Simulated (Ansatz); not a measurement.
Predict the output of the script below (the Python package of Ansatz (0.2.0)).

`opt_ch3nosi.py`
```python
# -*- coding: utf-8 -*-
"""Geometry optimisation of CH3NOSi."""

import logging
import sys

import ansatz as az
import numpy as np
import pandas as pd

logging.basicConfig(stream=sys.stdout, format="%(levelname)s %(message)s")
log = logging.getLogger("run")
log.setLevel(logging.INFO)

mol = (
    az.Crystal.molecule()
    .atom("N", [0.1058, -2.4483, 1.0917])
    .atom("C", [0.1259, -1.3013, 0.7264])
    .atom("Si", [0.1934, 0.4791, 0.0978])
    .atom("O", [-0.856, 0.8718, -1.0285])
    .atom("H", [1.5478, 0.7269, -0.5351])
    .atom("H", [0.0906, 1.4547, 1.2331])
    .atom("H", [-1.1463, 0.1491, -1.6311])
)

job = (
    mol.calculation()
    .basis(gaussian="cc-pVDZ")  # atom-centred Gaussian functions
    .functional("cam_b3lyp")
)
symbols = [site.symbol for site in mol.cartesian_sites]
start = np.array([site.position_ang for site in mol.cartesian_sites], dtype=float)
def progress(event):
    if event["event"] == "relax_step":
        row = event["data"]
        log.info(f"step {row['step']:3d}  E = {row['lagrangian_ev']:.6f} eV  largest force component {row['allowed_force_max_ev_ang']:.4f} eV/A")


summary = job.relax(force_tolerance=0.02, max_steps=100).session().plan().execute(on_event=progress).report
end = np.array(summary["positions_ang"])

log.info("reference energy %16.6f eV" % summary["reference_energy_ev"])
log.info("total energy     %16.6f eV" % summary["free_energy_ev"])
print("occupied orbitals outside the frozen core (up, down):", summary["n_occupied"], " frozen:", summary["n_frozen"], " virtual:", summary["n_virtual"])

log.info("final positions (A) and the move of each atom")
for symbol, xyz, old in zip(symbols, end, start):
    log.info(f"{symbol:2s} {xyz[0]:10.5f} {xyz[1]:10.5f} {xyz[2]:10.5f}   {np.linalg.norm(xyz - old):7.4f}")

charges = summary["charge_distribution"]
table = pd.DataFrame({"atom": symbols, "mulliken": charges["mulliken_charges_e"], "lowdin": charges["lowdin_charges_e"]})
print(table.round(3).to_string())
print("dipole (e A):", np.round(charges["dipole_moment_e_ang"], 4) + 0.0)
```

`python opt_ch3nosi.py` gives:
```text
INFO step   1  E = -12498.810125 eV  largest force component 4.8025 eV/A
INFO step   2  E = -12499.163651 eV  largest force component 1.1128 eV/A
INFO step   3  E = -12499.203077 eV  largest force component 0.3265 eV/A
INFO step   4  E = -12499.207844 eV  largest force component 0.0438 eV/A
INFO step   5  E = -12499.209292 eV  largest force component 0.0691 eV/A
INFO step   6  E = -12499.210882 eV  largest force component 0.0121 eV/A
INFO step   7  E = -12499.211154 eV  largest force component 0.0533 eV/A
INFO step   8  E = -12499.211435 eV  largest force component 0.0123 eV/A
INFO reference energy    -12499.211537 eV
INFO total energy        -12499.211537 eV
occupied orbitals outside the frozen core (up, down): [19, 19]  frozen: 0  virtual: [56, 56]
INFO final positions (A) and the move of each atom
INFO N     0.10832   -2.35926    1.09556    0.0892
INFO C     0.15929   -1.26295    0.72646    0.0509
INFO Si    0.24874    0.49935    0.09788    0.0589
INFO O    -1.01513    0.79185   -0.94900    0.1950
INFO H     1.58595    0.62836   -0.53798    0.1057
INFO H     0.06202    1.40692    1.25021    0.0582
INFO H    -1.08800    0.22772   -1.72884    0.1383
  atom  mulliken  lowdin
0    N    -0.054   0.163
1    C    -0.213  -0.329
2   Si     0.557   0.148
3    O    -0.333   0.151
4    H    -0.079  -0.060
5    H    -0.056  -0.048
6    H     0.178  -0.026
dipole (e A): [ 0.1102  0.4369 -0.4036]
```

Caveats:
- Total energies depend on the basis set; only differences at equal settings carry meaning.
- The end point is the stationary point reached from this start; no frequency run checks that it is a minimum, and the basis set is modest.
- The Löwdin charges here are taken after orthogonalising the functions within each atom; they differ from plain Löwdin charges, and their signs can be unphysical.
- Run time: 19 s on 1 thread of INTEL(R) XEON(R) PLATINUM 8581C CPU @ 2.10GHz (Emerald Rapids), on a shared host, peak memory 0.28 GiB.
